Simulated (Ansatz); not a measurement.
**GaH₂O+ (triplet): wave-function methods side by side, cc-pVDZ**

How much of the correlation energy of GaH₂O+ (triplet) does each wave-function method recover here?

Method: cc-pVDZ, core rule «outside noble gas», up to 15 orbitals frozen; program: Ansatz 0.2.0, Gaussian basis.

To be run: UHF; CCSD(T) on ROHF; CCSD(T) on UHF; BCCD(T) on ROHF; CISD; CCSDT(Q) on ROHF; CCSDT(Q) on UHF; CCSDTQ on ROHF.

14 further runs of the same task are left out: 9 for a known fault of the program, 5 set aside as unsound or not needed.

### Step 1. What is computed

The geometry is a PBE0/def2-TZVP stationary point (not a proven minimum) of the parent state, kept for this charge and spin. No spin-orbit coupling is included. The filled d shell of Ga may be among the frozen orbitals whatever the setting's name suggests; the logs give the count.

4 atoms, charge 1, spin multiplicity 3.

Atoms are counted from 1 here; the program's logs count them from 0.

Bond lengths: O1–Ga2 1.795 Å, Ga2–H3 1.556 Å, Ga2–H4 1.556 Å. Angles: O1–Ga2–H3 114.9°, O1–Ga2–H4 114.9°, H3–Ga2–H4 130.2°.

Coordinates:

| atom | x (Å) | y (Å) | z (Å) |
| --- | --- | --- | --- |
| O1 | 0.00000 | 0.00000 | 1.48233 |
| Ga2 | 0.00000 | 0.00000 | -0.31217 |
| H3 | 0.00000 | -1.41115 | -0.96768 |
| H4 | 0.00000 | 1.41115 | -0.96768 |

### Step 2. UHF

in.yaml

```yaml
crystal:
  periodic: [false, false, false]
  atoms:
    - {symbol: O, position_ang: [0.000000, 0.000000, 1.482333]}
    - {symbol: Ga, position_ang: [0.000000, 0.000000, -0.312174]}
    - {symbol: H, position_ang: [0.000000, -1.411154, -0.967676]}
    - {symbol: H, position_ang: [0.000000, 1.411154, -0.967676]}
basis:
  gaussian: {orbitals: cc-pVDZ}
total_charge: 1
magnetization: {spin_polarized: true, initial_magnetization: 2}
hamiltonian: {xc: hf}
output: {orbitals: {seedname: orbitals}}
```

The run is started by

```console
ansatz run in.yaml --threads 1 --pin off --events-out ev --progress --plain --max-ram 4096MiB --backend cpu
```

The runs that follow: CCSD(T) on ROHF; CCSD(T) on UHF; BCCD(T) on ROHF; CISD; CCSDT(Q) on ROHF; CCSDT(Q) on UHF; CCSDTQ on ROHF.

Before running them: what should the planned runs give, taken together? Wanted: RCCSDTQ below the RHF energy; RMP2 from RCCSDTQ; UMP2 from RCCSDTQ; RCCSD from RCCSDTQ; RCCSD(T) from RCCSDTQ; UCCSD(T) from RCCSDTQ; RCCSDT(Q) from RCCSDTQ; UCCSDT(Q) from RCCSDTQ; T1 diagnostic.

**Answer**, as computed:

| quantity | value |
| --- | --- |
| RCCSDTQ below the RHF energy | -5.7209 eV |
| RMP2 from RCCSDTQ | +1211.3 meV |
| UMP2 from RCCSDTQ | +1184.2 meV |
| RCCSD from RCCSDTQ | +162.0 meV |
| RCCSD(T) from RCCSDTQ | +51.9 meV |
| UCCSD(T) from RCCSDTQ | +49.3 meV |
| RCCSDT(Q) from RCCSDTQ | +1.2 meV |
| UCCSDT(Q) from RCCSDTQ | -0.9 meV |
| levels within 1 kcal/mol (43 meV) | RCCSDT, UCCSDT, RCCSDT(Q), UCCSDT(Q) |
| T1 diagnostic | 0.066 |

In words: RCCSD(T) lands +51.9 meV from the yardstick (0.9 % of the correlation energy). These misses are within one basis, not against nature; the frozen cores of restricted and unrestricted runs differ, which can shift their rows.
